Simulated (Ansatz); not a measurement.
# AlH7O2Si: the cost of one run

Program: Ansatz 0.2.0. Level of theory: RKS B3LYP-D4/6-31G*. These are calculated values, not measurements.

## Step 1: The structure to begin with

Bond lengths: Al1–O3 1.780 Å, O3–H4 1.010 Å, Al1–O5 1.780 Å, O5–H6 1.010 Å, Al1–Si7 2.620 Å, Si7–H8 1.460 Å, Si7–H9 1.460 Å, Si7–H10 1.460 Å. Angles: Al1–O3–H4 109.5°, O3–Al1–O5 120.0°, O3–Al1–Si7 96.8°, O5–Al1–Si7 101.3°, Al1–O5–H6 109.5°, Al1–Si7–H8 109.5°, Al1–Si7–H9 109.5°, Al1–Si7–H10 109.5°, H8–Si7–H9 109.4°, H8–Si7–H10 109.4°, H9–Si7–H10 109.4°.

Structure file:

```xyz
11

Al    0.0000    0.0000    0.0000
H     0.0000    0.0000    1.9100
O     1.5415    0.0000   -0.8900
H     1.8414   -0.9519   -1.0449
O    -1.5415    0.0000   -0.8900
H    -2.0512   -0.8467   -0.6815
Si    0.1174    2.4836    0.8261
H     0.6937    2.5244    2.1670
H     0.9517    3.2614   -0.0852
H    -1.2275    3.0508    0.8577
H     0.0459    0.9717    1.9763
```

## Step 2: Pulling towards end A

Springs on the bonds that form and break draw the guess towards this end; the thresholds are loose.

The input, input.yaml:

```yaml
crystal:
  periodic: [false, false, false]
  atoms:
    - { symbol: Al, position_ang: [0.0, 0.0, 0.0] }
    - { symbol: H, position_ang: [0.0, 0.0, 1.91] }
    - { symbol: O, position_ang: [1.5415, 0.0, -0.89] }
    - { symbol: H, position_ang: [1.8414, -0.9519, -1.0449] }
    - { symbol: O, position_ang: [-1.5415, 0.0, -0.89] }
    - { symbol: H, position_ang: [-2.0512, -0.8467, -0.6815] }
    - { symbol: Si, position_ang: [0.1174, 2.4836, 0.8261] }
    - { symbol: H, position_ang: [0.6937, 2.5244, 2.167] }
    - { symbol: H, position_ang: [0.9517, 3.2614, -0.0852] }
    - { symbol: H, position_ang: [-1.2275, 3.0508, 0.8577] }
    - { symbol: H, position_ang: [0.0459, 0.9717, 1.9763] }
basis:
  gaussian: { orbitals: "6-31G*" }
hamiltonian:
  xc: b3lyp
  dispersion: d4
relax:
  f_tol: 0.15
  max_steps: 25
  restrain:
    - { distance: [0, 6], at: 3.52, k: 30.0 }
    - { distance: [10, 1], at: 1.86, k: 30.0 }
    - { distance: [0, 1], at: 1.56, k: 30.0 }
    - { distance: [10, 6], at: 1.46, k: 30.0 }
```

The run is started by

```sh
ansatz run input.yaml --threads 2 --pin off --max-ram 3072MiB --backend cpu --events-out ev --progress --plain --runs-dir out
```

Q: Estimate wall time and peak memory on 2 threads of Arm Neoverse V1, shared host.

About 28 s, with a peak of 0.17 GiB.
